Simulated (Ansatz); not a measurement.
# U-wB97X/cc-pVTZ run of SiH3 (silyl radical)

What is the electronic atomisation energy of SiH3 (silyl radical) at U-wB97X/cc-pVTZ? 

The calculation is run with Ansatz 0.2.0.

30 further runs of the same task are left out: 30 set aside as unsound or not needed.

### 1 The molecule

The species is SiH3 (4 atoms), meant as a doublet with charge 0. As SMILES, `[SiH3]`. Geometry: relaxed at PBE0-D4/def2-TZVP.

Bond lengths: Si1–H2 1.486 Å, Si1–H3 1.486 Å, Si1–H4 1.486 Å. Angles: H2–Si1–H3 111.2°, H2–Si1–H4 111.2°, H3–Si1–H4 111.2°.

### 2 The energy at U-wB97X/cc-pVTZ

job.yaml

```yaml
crystal:
  periodic: [false, false, false]
  atoms:
    - {symbol: Si, position_ang: [0.293780, -0.026900, -0.164030]}
    - {symbol: H, position_ang: [0.559150, 0.665300, 1.123900]}
    - {symbol: H, position_ang: [-0.224040, -1.401650, 0.060130]}
    - {symbol: H, position_ang: [-0.628890, 0.763250, -1.019990]}
basis:
  gaussian: {orbitals: cc-pVTZ}
accuracy: high
magnetization: {spin_polarized: true, initial_magnetization: 1}
output: {orbitals: {seedname: orbitals}}
hamiltonian: {xc: {name: wB97X}}
```

Launch:

```console
$ ansatz run job.yaml --threads 1 --pin off --max-ram 3480MiB --events-out events.jsonl --progress --plain --runs-dir runs
```

Log:

```text
Warning: RAYON_NUM_THREADS=1 ignored (pool sized by the plan → 1); use --threads N
Functional definition: wB97X
  name "wB97X"
  parameter omega = 0.3/bohr
  parameter cx = 0.157706
  parameter cx1 = 0.726479
  parameter cx2 = 1.04760
  parameter cx3 = -5.70635
  parameter cx4 = 13.2794
  parameter css1 = -4.33879
  parameter css2 = 18.2308
  parameter css3 = -31.7430
  parameter css4 = 17.2901
  parameter cos1 = 2.37031
  parameter cos2 = -11.3995
  parameter cos3 = 6.58405
  parameter cos4 = -3.78132
  exchange = spin_sum(e_x_unif_sr(omega)*poly(b97_u_x, 1 - cx, cx1, cx2, cx3, cx4)) + cx*exact_x_sr(omega)
      + exact_x_lr(omega)
  correlation = spin_sum(e_c_pw_same_spin*poly(b97_u_same, 1, css1, css2, css3, css4))
      + integral(e_c_pw_opposite_spin*poly(b97_u_opposite, 1, cos1, cos2, cos3, cos4))
1241 factors; integrals over basis functions are off by at most 3.3e-9 eV
251 factors; integrals over basis functions are off by at most 2.3e-9 eV
mean field evaluation 1: about -7924.5060 eV, gradient 4.6e0 eV
mean field evaluation 2: about -7924.7107 eV, gradient 1.2e0 eV
mean field evaluation 4: about -7924.7473 eV, gradient 4.5e-1 eV
mean field evaluation 8: about -7924.7497 eV, gradient 9.3e-3 eV
mean field evaluation 16: about -7924.7497 eV, gradient 6.2e-6 eV
mean field -7924.74968975 eV, -291.2291795102 hartree, gradient 2.2e-8 eV, S^2 0.751945; 0 other end points of the search recorded, 0 dependent functions left out
reference -7924.74968777 eV, -291.2291794373 hartree; 9, 8 occupied and 67, 68 virtual orbitals, 1241 factors
Total energy: -7924.74968777 eV, -291.2291794373 hartree
```

Run time: 14 s. Hardware: 1 thread of Arm Neoverse V2, shared host; peak memory 0.38 GiB.

### 3 The H atom at the same level

in.yaml

```yaml
crystal:
  periodic: [false, false, false]
  atoms:
    - {symbol: H, position_ang: [0.000000, 0.000000, 0.000000]}
basis:
  gaussian: {orbitals: cc-pVTZ}
magnetization: {spin_polarized: true, initial_magnetization: 1}
hamiltonian: {xc: {name: wB97X}}
accuracy: high
```

Run the same way, it converges to -0.50140 Eh (log not shown).

### 4 The Si atom at the same level

molecule.yaml

```yaml
crystal:
  periodic: [false, false, false]
  atoms:
    - {symbol: Si, position_ang: [0.000000, 0.000000, 0.000000]}
basis:
  gaussian:
    orbitals: cc-pVTZ
magnetization:
  spin_polarized: true
  initial_magnetization: 2
hamiltonian:
  xc: {name: wB97X}
accuracy: high
```

Run the same way, it converges to -289.36369 Eh (log not shown).

### 5 Outcome

At U-wB97X/cc-pVTZ:

```
                                    quantity          value
                      molecule: total energy  -291.22918 Eh
molecule: HOMO energy (highest over α and β)       -8.55 eV
 molecule: LUMO energy (lowest over α and β)       -1.22 eV
                              molecule: ⟨S²⟩          0.752
                        H atom: total energy    -0.50140 Eh
                                H atom: ⟨S²⟩          0.750
                       Si atom: total energy  -289.36369 Eh
                               Si atom: ⟨S²⟩          2.005
               electronic atomisation energy       9.832 eV
```

What this shows: Taking the molecule apart into free atoms costs 9.83 eV (949 kJ/mol), before zero-point energy and without spin-orbit coupling.
